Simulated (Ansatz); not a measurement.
# C3H5Ga (SMILES C#[C][GaH][CH3]): PBE-QIDH/6-31G(d) (spherical functions)

What is the energy change on altering one bond length of C3H5Ga at PBE-QIDH/6-31G* (spherical functions)? 

The calculation is run with Ansatz 0.2.0.

64 further runs of the same task are left out: 64 set aside as unsound or not needed.

**1. The structure to begin with**

C3H5Ga has 9 atoms, charge 0, and is taken as a singlet. As SMILES, `C#[C][GaH][CH3]`. The coordinates come from a PBE0-D4/def2-TZVP relaxation.

Bond lengths: C1–C2 1.210 Å, C2–Ga3 1.925 Å, Ga3–C4 1.958 Å, C1–H5 1.066 Å, Ga3–H6 1.564 Å, C4–H7 1.093 Å, C4–H8 1.090 Å, C4–H9 1.094 Å. Some angles: C1–C2–Ga3 179.3°, C2–Ga3–C4 117.4°, C2–C1–H5 179.8°, C2–Ga3–H6 117.1°, C4–Ga3–H6 125.5°, Ga3–C4–H7 109.9°, Ga3–C4–H8 112.6°, Ga3–C4–H9 109.4°, H7–C4–H8 109.1°, H7–C4–H9 106.9°.

**2. The energy at PBE-QIDH/6-31G(d) (spherical functions)**

Input file molecule.yaml:

```yaml
crystal:
  periodic: [false, false, false]
  atoms:
    - {symbol: C, position_ang: [1.498700, 0.816800, -2.138700]}
    - {symbol: C, position_ang: [0.950000, 0.745200, -1.062800]}
    - {symbol: Ga, position_ang: [0.068800, 0.611200, 0.643700]}
    - {symbol: C, position_ang: [-1.036100, -0.972500, 0.966400]}
    - {symbol: H, position_ang: [1.983700, 0.883100, -3.086100]}
    - {symbol: H, position_ang: [0.292600, 1.783100, 1.655500]}
    - {symbol: H, position_ang: [-0.451400, -1.877200, 0.782100]}
    - {symbol: H, position_ang: [-1.435200, -1.006300, 1.980000]}
    - {symbol: H, position_ang: [-1.871000, -0.983500, 0.260000]}
basis:
  gaussian:
    orbitals: 6-31G_st_-spherical.json
hamiltonian:
  xc: {name: PBE-QIDH}
correlation:
  frozen_orbitals: {C: 1, Ga: 9, H: 0}
accuracy: high
output: {orbitals: {seedname: orbitals}}
```

The basis set 6-31G* is read from a file made from the Basis Set Exchange's data (not shown).

Launch:

```console
$ ansatz run molecule.yaml --threads 1 --pin off --max-ram 3480MiB --events-out events.jsonl --progress --plain --runs-dir runs
```

The program printed:

```text
Warning: RAYON_NUM_THREADS=1 ignored (pool sized by the plan → 1); use --threads N
Functional definition: PBE-QIDH
  name "PBE-QIDH"
  parameter a = 3^(-1/3)
  parameter c = 1/3
  exchange = (1 - a)*pbe_x + a*exact_x
  correlation = (1 - c)*pbe_c + c*(mp2_os + mp2_ss)
1868 factors; integrals over basis functions are off by at most 1.6e-8 eV
mean field evaluation 1: about -55529.6314 eV, gradient 3.5e1 eV
mean field evaluation 2: about -55529.7111 eV, gradient 3.5e1 eV
mean field evaluation 4: about -55532.8765 eV, gradient 3.8e0 eV
mean field evaluation 8: about -55532.9089 eV, gradient 5.0e-1 eV
mean field evaluation 16: about -55532.9096 eV, gradient 1.8e-4 eV
mean field -55532.90955149 eV, -2040.7967844593 hartree, gradient 4.2e-8 eV, S^2 0.000000; 0 other end points of the search recorded, 0 dependent functions left out
12 core orbitals not correlated: weight in the atoms' cores, before any rotation towards them, 1.000 or more for the frozen orbitals, at most 0.000 for the correlated occupied ones
reference -55532.90955295 eV, -2040.7967845128 hartree; 15, 15 occupied and 57, 57 virtual orbitals, 1868 factors
second order -19.01542576 eV of doubles, -0.00000000 eV of singles
Total energy: -55539.24802820 eV, -2041.0297191820 hartree
```

It took 8.7 s on 1 thread of Intel Xeon Platinum 8488C (Sapphire Rapids), shared host; peak memory 0.3 GiB.

**3. The distorted shape at the same level**

Input file job.yaml:

```yaml
crystal:
  periodic: [false, false, false]
  atoms:
    - {symbol: C, position_ang: [0.797045, 1.902464, -1.917535]}
    - {symbol: C, position_ang: [0.248345, 1.830864, -0.841635]}
    - {symbol: Ga, position_ang: [-0.632855, 1.696864, 0.864865]}
    - {symbol: C, position_ang: [-1.737755, 0.113164, 1.187565]}
    - {symbol: H, position_ang: [1.282045, 1.968764, -2.864935]}
    - {symbol: H, position_ang: [-0.409055, 2.868764, 1.876665]}
    - {symbol: H, position_ang: [-0.451400, -1.877200, 0.782100]}
    - {symbol: H, position_ang: [-2.136855, 0.079364, 2.201165]}
    - {symbol: H, position_ang: [-2.572655, 0.102164, 0.481165]}
basis:
  gaussian:
    orbitals: 6-31G_st_-spherical.json
total_charge: 0
hamiltonian:
  xc: {name: PBE-QIDH}
correlation:
  frozen_orbitals: {C: 1, Ga: 9, H: 0}
accuracy: high
output: {orbitals: {seedname: orbitals}}
```

The basis set 6-31G* is read from a file made from the Basis Set Exchange's data (not shown).

Launch:

```console
$ ansatz run job.yaml --threads 1 --pin off --max-ram 3480MiB --events-out events.jsonl --progress --plain --runs-dir runs
```

The program printed, cut to the lines that bear on the results:

```text
Warning: RAYON_NUM_THREADS=1 ignored (pool sized by the plan → 1); use --threads N
[... 2 set-up lines as earlier in the session ...]
[...]
1872 factors; integrals over basis functions are off by at most 1.6e-8 eV
[...]
mean field -55527.43730774 eV, -2040.5956832107 hartree, gradient 5.2e-8 eV, S^2 0.000000; 0 other end points of the search recorded, 0 dependent functions left out; unrestricted orbitals would lower it
12 core orbitals not correlated: weight in the atoms' cores, before any rotation towards them, 1.000 or more for the frozen orbitals, at most 0.000 for the correlated occupied ones
reference -55527.43730921 eV, -2040.5956832645 hartree; 15, 15 occupied and 57, 57 virtual orbitals, 1872 factors
second order -20.04559583 eV of doubles, -0.00000000 eV of singles
Total energy: -55534.11917448 eV, -2040.8412372843 hartree
```

Wall time 11 s (1 thread of Intel Xeon Platinum 8488C (Sapphire Rapids), shared host); peak memory 0.3 GiB.

**4. What came out**

At PBE-QIDH/6-31G* (spherical functions), 12 core orbitals frozen:

| quantity | value |
| --- | --- |
| first shape: total energy | -2041.02972 Eh |
| first shape: HOMO energy (SCF part's orbitals) | -9.36 eV |
| first shape: LUMO energy (SCF part's orbitals) | 0.12 eV |
| first shape: HOMO–LUMO gap (SCF part's orbitals) | 9.48 eV |
| distorted shape: total energy | -2040.84124 Eh |
| distorted shape: HOMO energy (SCF part's orbitals) | -8.44 eV |
| distorted shape: LUMO energy (SCF part's orbitals) | -1.56 eV |
| distorted shape: HOMO–LUMO gap (SCF part's orbitals) | 6.88 eV |
| energy change with the C4–H7 bond stretched from 1.093 to 2.404 Å | 5.129 eV |

With the C4–H7 bond stretched from 1.093 to 2.404 Å the energy rises by 5.13 eV (118 kcal/mol). The first shape isn't relaxed at this level, so the change isn't measured from a minimum. The restricted solution (distorted shape) is unstable to spin breaking: an unrestricted one lies lower.
